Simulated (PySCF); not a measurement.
# MoOS3: the cost of one run

Computed with PySCF 2.14.0, with density-fitted response routines of our own, on a single molecule in the gas phase. Atoms count from 0, in the outputs and in this text.

### Step 1. The starting structure

5 atoms, charge -2, multiplicity 1; geometry from: GFN2-xTB.

Bonds of the start (Å): O0–Mo1 1.67, Mo1–S2 2.22, Mo1–S3 2.22, Mo1–S4 2.22.

### Step 2. Optimising the geometry at PBE0-D3(BJ)/def2-TZVP

Job settings and geometry (Å):

```
{"job": {"xc": "PBE0", "basis": "def2-TZVP", "d3": "d3bj", "grid": 2, "kind": "geom"}, "charge": -2, "multiplicity": 1}
O     -0.057090     0.571520     1.807330
Mo    -0.006550     0.066680     0.211220
S     -0.208930     1.811790    -1.141620
S     -1.664710    -1.350120    -0.188310
S      1.921640    -0.946180    -0.203910
```

Q: Estimate the wall time of this first job on 4 threads of Arm Neoverse V1, shared host.

About 36 s.
